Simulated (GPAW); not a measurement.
PmO:

```xyz
2
Lattice="3.1559 0.0000 0.0000 -1.5780 2.7331 0.0000 0.0000 0.0000 3.0800" Properties=species:S:1:pos:R:3 pbc="T T T"
Pm    0.0000    0.0000    0.0000
O     1.5780    0.9110    1.5400
```

The cell comes from a database or a generator and needn't be the stable form of this composition.

Base run:

| Quantity | Value |
| --- | --- |
| Program | GPAW 26.7.0 |
| Functional | LDA |
| Potentials or basis | the program's PAW data sets (release 1.2.1) made for this functional |
| Cutoff | 600 eV |
| Basis | pw |
| k mesh | 7 × 7 × 6 |
| Occupations | gaussian, width 0.05 eV |
| Spin | collinear spin, random start |
| Starting moments | [-3.01, 0.0] μB |
| Fixed moment | -3.01 μB |
| Hubbard terms | Pm f U = 5 eV |

Its results: pressure 22.2 GPa; net moment -3.01 μB per cell; site moments Pm -3.47; O +0.05 μB.

The run is repeated on the same cell with these changes: fixed moment from -3.01 μB to none; moments at the start from [-3.01, 0.0] to [-3.32, 0.0]. What comes out?

Pressure 23.6 GPa; net moment -4.95 μB per cell; site moments Pm -4.62; O +0.04 μB.

Caveats: the cutoff is short for stress and forces, so pressures can be off by a GPa or more; one-centre terms of the f shell are cut off; the magnetic or orbital state may not be the lowest; the total moment is fixed, so each spin has its own Fermi level (some runs).
